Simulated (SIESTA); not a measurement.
A run of SIESTA 5.4.2 is set up as follows.

AlBO3.fdf

```
SystemName                      AlBO3
SystemLabel                     AlBO3
NumberOfSpecies                 3
NumberOfAtoms                   10
%block ChemicalSpeciesLabel
  1  13 Al
  2   8 O
  3   5 B
%endblock ChemicalSpeciesLabel

LatticeConstant                 1.0 Ang
%block LatticeVectors
     2.2319000000     1.2885880658     4.5816666667
    -2.2319000000     1.2885880658     4.5816666667
     0.0000000000    -2.5771761316     4.5816666667
%endblock LatticeVectors
AtomicCoordinatesFormat         Fractional
%block AtomicCoordinatesAndAtomicSpecies
     0.5000000000     0.5000000000     0.5000000000  1  Al
     0.0000000000     0.0000000000     0.0000000000  1  Al
     0.4409800000     0.7500000000     0.0590200000  2  O
     0.7500000000     0.0590200000     0.4409800000  2  O
     0.0590200000     0.4409800000     0.7500000000  2  O
     0.5590200000     0.2500000000     0.9409800000  2  O
     0.2500000000     0.9409800000     0.5590200000  2  O
     0.9409800000     0.5590200000     0.2500000000  2  O
     0.7500000000     0.7500000000     0.7500000000  3  B
     0.2500000000     0.2500000000     0.2500000000  3  B
%endblock AtomicCoordinatesAndAtomicSpecies

%block kgrid.MonkhorstPack
    7   0   0  0.0
    0   7   0  0.0
    0   0   7  0.0
%endblock kgrid.MonkhorstPack
XC.Functional                   GGA
XC.Authors                      PBEsol
PAO.BasisSize                   DZP
PAO.EnergyShift                 0.003 Ry
Mesh.Cutoff                     800 Ry
OccupationFunction              FD
ElectronicTemperature           0.05 eV
MaxSCFIterations                120
SCF.MustConverge                false
SCF.Mixer.Method                Pulay
SCF.Mixer.Weight                0.25
SCF.Mixer.History               8
SCF.DM.Tolerance                5.0e-05
SCF.H.Tolerance                 1.0e-03 eV
WriteForces                     true
Charge.Mulliken                 end
Charge.Hirshfeld                end
Charge.Voronoi                  end
SaveRho                         true
SaveElectrostaticPotential      true
```

Potentials or basis: PseudoDojo 0.4 standard (PBEsol files), DZP (energy shift 0.003 Ry).

Command:

```bash
$ siesta AlBO3.fdf > AlBO3.out 2>&1
```

Q: Estimate the largest force.

A: 0.384 eV/Å.

Q: Predict the band gap on the k mesh.

A: 5.79 eV, indirect (least direct gap 5.93 eV).

Q: Estimate the Hirshfeld charges.

A: Al +0.37; O -0.20; B +0.23 e.

Stress tensor (GPa, compression positive):
```
 4.62  0.00  0.00
 0.00  4.62  0.00
 0.00  0.00 -1.00
```

Caveat: an odd mesh through Γ misses points on the zone boundary, where band edges often lie; the basis of atomic orbitals isn't converged, which shifts pressures, moduli and gaps.
